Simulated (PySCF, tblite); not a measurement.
# C6H9ClN2S: geometry, infrared bands and NMR shifts

Aim: predict the infrared bands and NMR shifts of C6H9ClN2S (`C[C@@H](CCl)Cc1ncns1`).

The runs use tblite 0.8.0 and PySCF 2.14.0, with density-fitted response routines of our own; the level of theory stands in each step. All values are computed, except where a source is named. Atoms are numbered from 0 throughout.

## Step 1: The molecule as given

19 atoms, charge 0, multiplicity 1; geometry from: force field or distance geometry start.

Bonds of the start (Å): C0–C1 1.52, C1–C2 1.55, C2–Cl3 1.78, C1–C4 1.53, C4–C5 1.49, C5–N6 1.32, N6–C7 1.39, C7–N8 1.34, N8–S9 1.68, S9–C5 1.72, C0–H10 1.10, C0–H11 1.09, C0–H12 1.10, C1–H13 1.10, C2–H14 1.10, C2–H15 1.08, C4–H16 1.09, C4–H17 1.10, C7–H18 1.08.

## Step 2: Geometry optimisation with GFN2-xTB

Job settings and geometry (Å):

```
{"job": {"kind": "relax", "xc": "GFN2-xTB", "basis": "xTB"}, "charge": 0, "multiplicity": 1}
C     -2.148600     1.273300    -0.124500
C     -0.826500     0.634200     0.251400
C     -0.998300    -0.445700     1.351400
Cl    -1.945700    -1.844400     0.786100
C     -0.107100     0.113200    -0.996400
C      1.254000    -0.418600    -0.717500
N      2.176200     0.169000     0.027000
C      3.303200    -0.643300     0.044600
N      3.306300    -1.801400    -0.629400
S      1.797300    -1.919400    -1.353800
H     -2.679400     1.653000     0.761400
H     -1.996800     2.120300    -0.796600
H     -2.826500     0.571900    -0.622900
H     -0.199700     1.421900     0.702700
H     -1.539100    -0.013400     2.212300
H     -0.046600    -0.813100     1.720500
H     -0.720300    -0.632300    -1.510800
H      0.006500     0.940300    -1.712600
H      4.181400    -0.356100     0.599700
```

Launch:

```console
OMP_NUM_THREADS=1 python probes_run.py task.json out
```

The driver reads the jobs from task.json and runs them one after another.

**Question.** This job is followed by: GFN2-xTB harmonic vibrations, gas phase; GIAO PBE0/pcSseg-1 NMR shielding, non-relativistic, gas phase. What will the session give for the following? strongest single infrared mode (GFN2-xTB); zero-point energy (GFN2-xTB); 13C shifts against TMS (PBE0/pcSseg-1); 1H shifts against TMS (PBE0/pcSseg-1, means over atoms taken as alike); 35Cl shifts against HCl (PBE0/pcSseg-1); 15N shifts against NH3 (PBE0/pcSseg-1); 33S shifts against CS2 (PBE0/pcSseg-1).

**Answer**, as computed:

| quantity | value |
| --- | --- |
| strongest single infrared mode (GFN2-xTB) | 1543 cm⁻¹, 73 km/mol |
| zero-point energy (GFN2-xTB) | 90.8 kcal/mol |
| 13C shifts against TMS (PBE0/pcSseg-1) | 200.1, 165.0, 54.8, 38.6, 37.0, 19.5 ppm |
| 1H shifts against TMS (PBE0/pcSseg-1, means over atoms taken as alike) | 8.62, 3.63, 3.43, 3.33, 2.96, 2.85, 1.25 ppm |
| 35Cl shifts against HCl (PBE0/pcSseg-1) | 17 ppm |
| 15N shifts against NH3 (PBE0/pcSseg-1) | 334.7, 322.9 ppm |
| 33S shifts against CS2 (PBE0/pcSseg-1) | 441 ppm |

**Reading.** Relaxing lowered the energy by 0.222 eV in 47 steps; the close pair that moved most is N8–S9, from 1.678 to 1.630 Å. No mode is imaginary among the 51: a minimum at this level. The strongest single mode, at 1543 cm⁻¹, moves mainly C5. Unscaled tight-binding wavenumbers are off by several per cent, some by more. Its intensities can rank the bands wrongly. At PBE0/pcSseg-1: The largest span, 525 ppm, is at N6, where the paramagnetic term is -393 ppm. NICS(1)zz of -31 ppm above the planar ring from C5 marks a diatropic (aromatic) ring current.
